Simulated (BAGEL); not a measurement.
**triplet AlF3 at 5 levels**

Wanted: a comparison of 5 runs (UHF/3-21G, ROHF/6-31G*, UHF/6-31G*, ROHF/6-311+G**, UHF/6-311+G**) of triplet AlF3. 

The results are computed with BAGEL 1.2.2.

2 further runs of the same task are left out: 1 that didn't finish, 1 set aside as unsound or not needed.

**1. The molecule**

AlF3: 4 atoms, total charge 0, spin state triplet. As SMILES of the parent species, `F[Al](F)F`. The shape is that of a PBE0-D4/def2-TZVP optimisation. That shape belongs to the parent species and isn't relaxed for this state.

Bond lengths: F1–Al2 1.629 Å, Al2–F3 1.629 Å, Al2–F4 1.629 Å. Angles: F1–Al2–F3 120.0°, F1–Al2–F4 120.0°, F3–Al2–F4 120.0°.

**2. The energy at UHF/3-21G (density fitting with cc-pvqz-jkfit) (run 1)**

File input.json:

```json
{ "bagel" : [

{
  "title" : "molecule",
  "basis" : "3-21g",
  "df_basis" : "cc-pvqz-jkfit",
  "angstrom" : true,
  "geometry" : [
    { "atom" : "F", "xyz" : [    0.859410,   -0.722590,    1.180170 ] },
    { "atom" : "Al", "xyz" : [    0.000000,   -0.000010,    0.000000 ] },
    { "atom" : "F", "xyz" : [   -1.440740,   -0.612530,   -0.450110 ] },
    { "atom" : "F", "xyz" : [    0.581330,    1.335130,   -0.730040 ] }
  ]
},
{
  "title" : "uhf",
  "nopen" : 2
},
{
  "title" : "print",
  "file" : "orbitals.molden",
  "orbitals" : true
}

]}
```

Started as:

```console
$ BAGEL_NUM_THREADS=1 BAGEL input.json > input.out
```

Log:

```text
* using 1 threads per process

  ===============================================================
  ===============================================================

  *** Geometry ***

  { "atom" : "F", "xyz" : [      1.624050,     -1.365497,      2.230198 ] },
  { "atom" : "Al", "xyz" : [      0.000000,     -0.000019,      0.000000 ] },
  { "atom" : "F", "xyz" : [     -2.722604,     -1.157514,     -0.850585 ] },
  { "atom" : "F", "xyz" : [      1.098554,      2.523030,     -1.379576 ] },

  Number of auxiliary basis functions:      466

  Since a DF basis is specified, we compute 2- and 3-index integrals:
    o Being stored without compression. Storage requirement is 0.006 GB

  Number of basis functions:       40
  Number of electrons      :       40

    * METHOD: MOLECULE                             0.09

  *** Open-shell HF ***

  === Nuclear Repulsion ===
   159.6005261539

      * DIIS with orbital gradients will be used.

  === UHF iteration (3-21g) ===
      0       -537.02129964          0.05904563           0.03
      1       -537.11961392          0.03004971           0.03
      2       -537.14046223          0.01465166           0.03
      3       -537.14691648          0.00057615           0.03
      4       -537.14711091          0.00009063           0.03
      5       -537.14711950          0.00001724           0.03
      6       -537.14711989          0.00000471           0.03
      7       -537.14711993          0.00000214           0.03
      8       -537.14711993          0.00000382           0.03
      9       -537.14711993          0.00000327           0.03
     10       -537.14711992          0.00000065           0.03
     11       -537.14711992          0.00000026           0.03
     12       -537.14711992          0.00000014           0.03
     13       -537.14711992          0.00000010           0.03
     14       -537.14711992          0.00000009           0.03
     15       -537.14711992          0.00000007           0.03
     16       -537.14711992          0.00000005           0.03
     17       -537.14711992          0.00000003           0.03
     18       -537.14711992          0.00000003           0.03
     19       -537.14711992          0.00000003           0.03
     20       -537.14711992          0.00000002           0.03
     21       -537.14711992          0.00000002           0.03
     22       -537.14711992          0.00000001           0.03
    * SCF iteration converged.

    * S^2 (UHF) is 2.0295

    * Permanent dipole moment:
           (    0.000182,    -0.000268,    -0.000291) a.u.

    * METHOD: UHF                                  0.71

    * METHOD: PRINT                                0.00

  ===============================================================
```

Wall time 1.1 s (1 thread of Intel Xeon 6975P-C (Granite Rapids), shared host); peak memory 0.081 GiB.

**3. A single-point energy at ROHF/6-31G(d) (density fitting with cc-pvqz-jkfit, spherical functions) (run 2)**

File job.json:

```json
{ "bagel" : [

{
  "title" : "molecule",
  "basis" : "6-31gs.json",
  "df_basis" : "cc-pvqz-jkfit",
  "angstrom" : true,
  "geometry" : [
    { "atom" : "F", "xyz" : [       0.859410,      -0.722590,       1.180170 ] },
    { "atom" : "Al", "xyz" : [       0.000000,      -0.000010,       0.000000 ] },
    { "atom" : "F", "xyz" : [      -1.440740,      -0.612530,      -0.450110 ] },
    { "atom" : "F", "xyz" : [       0.581330,       1.335130,      -0.730040 ] }
  ]
},

{
  "title" : "rohf",
  "nopen" : 2
},

{
  "title" : "print",
  "file" : "orbitals.molden",
  "orbitals" : true
}

]}
```

The basis set 6-31G* is read from a file made from the Basis Set Exchange's data (not shown).

Started as:

```console
$ BAGEL_NUM_THREADS=1 BAGEL job.json > job.out
```

Log:

```text
* using 1 threads per process

  ===============================================================
  ===============================================================

  *** Geometry ***

  { "atom" : "F", "xyz" : [      1.624050,     -1.365497,      2.230198 ] },
  { "atom" : "Al", "xyz" : [      0.000000,     -0.000019,      0.000000 ] },
  { "atom" : "F", "xyz" : [     -2.722604,     -1.157514,     -0.850585 ] },
  { "atom" : "F", "xyz" : [      1.098554,      2.523030,     -1.379576 ] },

  Number of auxiliary basis functions:      466

  Since a DF basis is specified, we compute 2- and 3-index integrals:
    o Being stored without compression. Storage requirement is 0.013 GB

  Number of basis functions:       60
  Number of electrons      :       40

    * METHOD: MOLECULE                             0.16

  *** Open-shell HF ***

  === Nuclear Repulsion ===
   159.6005261539

      * DIIS with orbital gradients will be used.

  === ROHF iteration (6-31gs.json) ===
      0       -539.86666374          0.04804140           0.05
      1       -539.99294651          0.02776247           0.05
      2       -540.02610321          0.01553969           0.05
      3       -540.04447598          0.00055690           0.05
      4       -540.04413976          0.00005105           0.05
      5       -540.04410440          0.00002188           0.05
      6       -540.04410276          0.00000690           0.05
      7       -540.04410187          0.00000242           0.05
      8       -540.04410194          0.00000267           0.05
      9       -540.04410192          0.00000247           0.05
     10       -540.04410194          0.00000172           0.05
     11       -540.04410191          0.00000059           0.05
     12       -540.04410193          0.00000018           0.05
     13       -540.04410192          0.00000012           0.05
     14       -540.04410193          0.00000008           0.05
     15       -540.04410193          0.00000008           0.05
     16       -540.04410193          0.00000009           0.05
     17       -540.04410193          0.00000005           0.05
     18       -540.04410193          0.00000005           0.05
     19       -540.04410193          0.00000005           0.05
     20       -540.04410193          0.00000004           0.05
     21       -540.04410193          0.00000004           0.05
     22       -540.04410193          0.00000002           0.05
     23       -540.04410193          0.00000003           0.05
     24       -540.04410193          0.00000002           0.05
     25       -540.04410193          0.00000001           0.05
    * SCF iteration converged.

    * S^2 (ROHF) is 2.0000

    * Permanent dipole moment:
           (    0.000165,    -0.000233,    -0.000259) a.u.

    * METHOD: ROHF                                 1.35

    * METHOD: PRINT                                0.00

  ===============================================================
```

Wall time 1.8 s (1 thread of Intel Xeon 6975P-C (Granite Rapids), shared host); peak memory 0.081 GiB.

Runs 3 to 4 aren't shown in full; the table further down has their settings and results.

**4. A single-point energy at UHF/6-311+G(d,p) (density fitting with cc-pvqz-jkfit) (run 5)**

Changes to input.json since step 2:

```diff
@@ -4,5 +4,5 @@
   "title" : "molecule",
-  "basis" : "3-21g",
+  "basis" : "6-311+gss.json",
   "df_basis" : "cc-pvqz-jkfit",
-  "angstrom" : true,
+  "angstrom" : "true",
   "geometry" : [
@@ -21,3 +21,3 @@
   "file" : "orbitals.molden",
-  "orbitals" : true
+  "orbitals" : "true"
 }
```

The basis set 6-311+G** is read from a file made from the Basis Set Exchange's data (not shown).

Started as:

```console
$ BAGEL_NUM_THREADS=1 BAGEL input.json > input.out
```

Log:

```text
* using 1 threads per process

  ===============================================================
  ===============================================================

  *** Geometry ***

  { "atom" : "F", "xyz" : [      1.624050,     -1.365497,      2.230198 ] },
  { "atom" : "Al", "xyz" : [      0.000000,     -0.000019,      0.000000 ] },
  { "atom" : "F", "xyz" : [     -2.722604,     -1.157514,     -0.850585 ] },
  { "atom" : "F", "xyz" : [      1.098554,      2.523030,     -1.379576 ] },

  Number of auxiliary basis functions:      466

  Since a DF basis is specified, we compute 2- and 3-index integrals:
    o Being stored without compression. Storage requirement is 0.034 GB

  Number of basis functions:       96
  Number of electrons      :       40

    * METHOD: MOLECULE                             0.14

  *** Open-shell HF ***

  === Nuclear Repulsion ===
   159.6005261539

      * DIIS with orbital gradients will be used.

  === UHF iteration (6-311+gss.json) ===
      0       -539.81767340          0.06701237           0.09
      1       -540.04269579          0.04533332           0.09
      2       -540.12768791          0.02651517           0.09
      3       -540.17338928          0.00079505           0.09
      4       -540.17425272          0.00028538           0.10
      5       -540.17442521          0.00007672           0.09
      6       -540.17444060          0.00001699           0.09
      7       -540.17444136          0.00000545           0.09
      8       -540.17444146          0.00000429           0.09
      9       -540.17444149          0.00000321           0.09
     10       -540.17444151          0.00000531           0.09
     11       -540.17444149          0.00000301           0.09
     12       -540.17444148          0.00000067           0.09
     13       -540.17444149          0.00000023           0.09
     14       -540.17444149          0.00000014           0.09
     15       -540.17444149          0.00000008           0.09
     16       -540.17444149          0.00000007           0.09
     17       -540.17444149          0.00000004           0.09
     18       -540.17444149          0.00000004           0.09
     19       -540.17444149          0.00000004           0.11
     20       -540.17444149          0.00000004           0.09
     21       -540.17444149          0.00000003           0.09
     22       -540.17444149          0.00000002           0.09
     23       -540.17444149          0.00000002           0.09
     24       -540.17444149          0.00000001           0.08
     25       -540.17444149          0.00000001           0.08
    * SCF iteration converged.

    * S^2 (UHF) is 2.0626

    * Permanent dipole moment:
           (    0.000152,    -0.000197,    -0.000229) a.u.

    * METHOD: UHF                                  2.46

    * METHOD: PRINT                                0.01

  ===============================================================
```

Run time: 2.9 s. Hardware: 1 thread of Intel Xeon 6975P-C (Granite Rapids), shared host; peak memory 0.11 GiB.

**5. Overview of the runs**

```
run                                                                  level  energy (Eh)  dipole moment (D)   ⟨S²⟩  wall time
  1                         UHF/3-21G (density fitting with cc-pvqz-jkfit)  -537.147120               0.00  2.030      1.1 s
  2  ROHF/6-31G* (density fitting with cc-pvqz-jkfit, spherical functions)  -540.044102               0.00  2.000      1.8 s
  3   UHF/6-31G* (density fitting with cc-pvqz-jkfit, spherical functions)  -540.058986               0.00  2.046      2.1 s
  4                    ROHF/6-311+G** (density fitting with cc-pvqz-jkfit)  -540.156482               0.00  2.000      3.9 s
  5                     UHF/6-311+G** (density fitting with cc-pvqz-jkfit)  -540.174441               0.00  2.063      2.9 s
```

**6. Results**

```
            quantity          value
 run 5: total energy  -540.17444 Eh
run 5: dipole moment         0.00 D
         run 5: ⟨S²⟩          2.063
```

In words: Over the runs the total energy spans 82.378 eV. All runs together took 12 s, the longest 3.9 s.
